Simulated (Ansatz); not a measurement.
# C6H12O: basis-set convergence

One table from this session's results is given with a row withheld; the runs are named, their logs left out.

Method: one geometry, several basis sets; program: Ansatz 0.2.0, Gaussian basis.

Levels to be run: PBE0-D4/def2-SVP; ωB97M-V/def2-SVP; PBE0-D4/def2-QZVPP; ωB97M-V/def2-QZVPP; the functionals' def2-TZVPP values are taken from earlier runs.

### Structure used throughout

An earlier PBE0-D4 in a triple-zeta def2 set relaxation fixed the geometry.

SMILES `CCC(=O)C(C)C`, 19 atoms, charge 0, spin multiplicity 1.

Atoms are counted from 1 here; the program's logs count them from 0.

Bond lengths: C1–C2 1.515 Å, C1–H8 1.090 Å, C1–H9 1.092 Å, C1–H10 1.092 Å, C2–C3 1.513 Å, C2–H11 1.097 Å, C2–H12 1.096 Å, C3–O4 1.207 Å, C3–C5 1.520 Å, C5–C6 1.529 Å, C5–C7 1.516 Å, C5–H13 1.099 Å, C6–H14 1.091 Å, C6–H15 1.094 Å, C6–H16 1.092 Å, C7–H17 1.090 Å, C7–H18 1.092 Å, C7–H19 1.092 Å. Angles: C2–C1–H8 110.8°, C2–C1–H9 110.8°, C2–C1–H10 111.0°, H8–C1–H9 108.6°, H8–C1–H10 107.2°, H9–C1–H10 108.3°, C1–C2–C3 113.4°, C1–C2–H11 110.4°, C1–C2–H12 111.8°, C3–C2–H11 107.0°, C3–C2–H12 108.7°, H11–C2–H12 105.1°, C2–C3–O4 121.2°, C2–C3–C5 117.1°, O4–C3–C5 121.7°, C3–C5–C6 111.2°, C3–C5–C7 111.5°, C3–C5–H13 105.5° and more.

Set-up of the first run:

The input, in.yaml:

```yaml
crystal:
  periodic: [false, false, false]
  atoms:
    - {symbol: C, position_ang: [2.251828, -1.562902, 0.735452]}
    - {symbol: C, position_ang: [1.407687, -0.620167, -0.096715]}
    - {symbol: C, position_ang: [0.054494, -0.327681, 0.514639]}
    - {symbol: O, position_ang: [-0.384487, -1.001255, 1.414363]}
    - {symbol: C, position_ang: [-0.721332, 0.850151, -0.052802]}
    - {symbol: C, position_ang: [-0.935675, 0.696309, -1.558614]}
    - {symbol: C, position_ang: [-2.030792, 1.059396, 0.682769]}
    - {symbol: H, position_ang: [1.728948, -2.504866, 0.902415]}
    - {symbol: H, position_ang: [3.200616, -1.774236, 0.238759]}
    - {symbol: H, position_ang: [2.466148, -1.134481, 1.716325]}
    - {symbol: H, position_ang: [1.224533, -1.046539, -1.090724]}
    - {symbol: H, position_ang: [1.922320, 0.329060, -0.283074]}
    - {symbol: H, position_ang: [-0.076669, 1.727362, 0.101099]}
    - {symbol: H, position_ang: [0.004553, 0.641790, -2.109727]}
    - {symbol: H, position_ang: [-1.512060, -0.207298, -1.776115]}
    - {symbol: H, position_ang: [-1.497924, 1.549004, -1.944995]}
    - {symbol: H, position_ang: [-1.870500, 1.172169, 1.755363]}
    - {symbol: H, position_ang: [-2.693521, 0.202700, 0.542990]}
    - {symbol: H, position_ang: [-2.538178, 1.951492, 0.308600]}
basis:
  gaussian: {orbitals: def2-SVP}
hamiltonian: {xc: pbe0, dispersion: d4}
output: {orbitals: {seedname: orbitals}}
```

Started as:

```console
$ ansatz run in.yaml --threads 2 --pin off --events-out ev --progress --plain --max-ram 32768MiB --backend cpu
```

Steps of the session up to this table: PBE0-D4 in def2-SVP; ωB97M-V in def2-SVP; PBE0-D4 in def2-QZVPP; ωB97M-V in def2-QZVPP.

One table of the session follows, with a row left open; its other results are not shown here.

It belongs to the step «Density functionals: the series». 

| functional | basis | HOMO (eV) | LUMO (eV) |
| --- | --- | --- | --- |
| PBE0-D4 | def2-SVP | ? | ? |
| PBE0-D4 | def2-TZVPP | -7.04 | -0.28 |
| PBE0-D4 | def2-QZVPP | -7.06 | -0.34 |
| ωB97M-V | def2-SVP | -9.35 | 2.18 |
| ωB97M-V | def2-TZVPP | -9.44 | 1.90 |
| ωB97M-V | def2-QZVPP | -9.46 | 1.56 |

Q: Estimate the row for PBE0-D4, def2-SVP from the others.

The run gave: HOMO (eV): -6.96; LUMO (eV): -0.11. In the column «HOMO (eV)» it is the highest.
